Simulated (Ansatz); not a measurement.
**CH₃ClOSi: basis-set convergence**

An exercise on one series of results from a longer session: the logs are not shown, and one member is left open.

Program: Ansatz 0.2.0, Gaussian basis. Level of theory: one geometry, several basis sets. These are calculated values, not measurements.

Levels to be run: PBE0-D4/def2-SVP; ωB97M-V/def2-SVP; PBE0-D4/def2-QZVPP; ωB97M-V/def2-QZVPP; the functionals' def2-TZVPP values are taken from earlier runs.

### The relaxed structure

The geometry comes from an earlier relaxation with PBE0-D4 in a triple-zeta def2 set; it is a stationary point, not always the lowest conformer.

SMILES `ClC1O[SiH2]1`, 7 atoms, charge 0, spin multiplicity 1.

Atoms are counted from 1 here; the program's logs count them from 0.

Bond lengths: Cl1–C2 1.764 Å, C2–O3 1.432 Å, C2–Si4 1.810 Å, C2–H5 1.086 Å, O3–Si4 1.675 Å, Si4–H6 1.475 Å, Si4–H7 1.478 Å. Angles: Cl1–C2–O3 114.3°, Cl1–C2–Si4 121.7°, Cl1–C2–H5 109.2°, O3–C2–Si4 60.9°, O3–C2–H5 113.6°, Si4–C2–H5 126.2°, C2–O3–Si4 70.8°, C2–Si4–O3 48.3°, C2–Si4–H6 120.2°, C2–Si4–H7 123.0°, O3–Si4–H6 116.9°, O3–Si4–H7 116.0°, H6–Si4–H7 114.6°.

The first run:

in.yaml reads:

```yaml
crystal:
  periodic: [false, false, false]
  atoms:
    - {symbol: Cl, position_ang: [-0.691402, -1.708956, 1.371053]}
    - {symbol: C, position_ang: [0.382390, -0.677820, 0.425515]}
    - {symbol: O, position_ang: [0.137601, -0.707017, -0.985564]}
    - {symbol: Si, position_ang: [-0.216430, 0.820244, -0.396059]}
    - {symbol: H, position_ang: [1.412073, -0.894990, 0.692927]}
    - {symbol: H, position_ang: [-1.641975, 1.190886, -0.315511]}
    - {symbol: H, position_ang: [0.679041, 1.909653, -0.837958]}
basis:
  gaussian: {orbitals: def2-SVP}
hamiltonian: {xc: pbe0, dispersion: d4}
output: {orbitals: {seedname: orbitals}}
```

Run with:

```
ansatz run in.yaml --threads 2 --pin off --events-out ev --progress --plain --max-ram 4352MiB
```

Steps of the session up to this table: PBE0-D4 in def2-SVP; ωB97M-V in def2-SVP; PBE0-D4 in def2-QZVPP; ωB97M-V in def2-QZVPP.

One of the session's tables, all rows but one given; the rest of the session is left out.

It belongs to the step «Density functionals: the series». 

```
functional       basis  HOMO (eV)
   PBE0-D4    def2-SVP      -7.41
   PBE0-D4  def2-TZVPP          ?
   PBE0-D4  def2-QZVPP      -7.55
   ωB97M-V    def2-SVP      -9.57
   ωB97M-V  def2-TZVPP      -9.71
   ωB97M-V  def2-QZVPP      -9.76
```

**Question.** Estimate the row for PBE0-D4, def2-TZVPP.

**Answer.** HOMO (eV): -7.51. In the column «HOMO (eV)» it lies between PBE0-D4, def2-QZVPP (-7.55) and PBE0-D4, def2-SVP (-7.41).
